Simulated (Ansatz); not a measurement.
# YAu: the cost of one run

Method: DFT r2SCAN, scalar-relativistic, plane waves, PAW, in Ansatz 0.2.0.

### 1 The system as given

The structure is cubic, space group Pm-3m (No. 221). The conventional cell has a = 3.559 Å, b = 3.559 Å, c = 3.559 Å, α = 90.00°, β = 90.00°, γ = 90.00°. Y (site symmetry m-3m) is surrounded by 8 Au at 3.08 Å. Au (site symmetry m-3m) is surrounded by 8 Y at 3.08 Å.

As a file:

```cif
data_structure
_symmetry_space_group_name_H-M 'P 1'
_symmetry_Int_Tables_number 1
_cell_length_a 3.5590
_cell_length_b 3.5590
_cell_length_c 3.5590
_cell_angle_alpha 90.000
_cell_angle_beta 90.000
_cell_angle_gamma 90.000
_cell_volume 45.08
loop_
_atom_site_label
_atom_site_type_symbol
_atom_site_fract_x
_atom_site_fract_y
_atom_site_fract_z
_atom_site_occupancy
Y1 Y 0.50000 0.50000 0.50000 1
Au1 Au 0.00000 0.00000 0.00000 1
```

The cell is taken as given, not relaxed at this level.

### 2 The reference cell

The reference gives a free energy of -17025.0873 eV, pressure 2.23 GPa, largest force 0.000 eV/Å and gap on the mesh none (metal). It was computed beforehand with the settings of the runs below.

### 3 The scan: a tetragonal deformation path

At fixed volume and fractional coordinates, lengths along (0.000, 0.000, 1.000) are scaled against those across it; ρ is that ratio over its starting value.

### 4 Point ρ = 0.707

Contents of input.yaml:

```yaml
crystal:
  lattice:
    - [3.9950435391, 0.0, 0.0]
    - [0.0, 3.9950435391, 0.0]
    - [0.0, 0.0, 2.8244957821]
  atoms:
    - { symbol: "Y", position: [0.5, 0.5, 0.5] }
    - { symbol: Au, position: [0.0, 0.0, 0.0] }
basis:
  ecutwfc: 500
kpoints:
  mp_grid: { grid: [16, 16, 16] }
hamiltonian:
  xc: r2scan
scf:
  occupations: { method: gaussian, width: 0.15 }
output:
  forces: true
  stress: true
  eigenvalues: true
```

Started as:

```
$ ansatz run input.yaml --threads 1 --pin off --max-ram 2560MiB --backend cpu --events-out ev --progress --plain --runs-dir out
```

Q: Estimate wall time and peak memory on 1 thread of Arm Neoverse V2, shared host.

About 37 s, with a peak of 0.68 GiB.
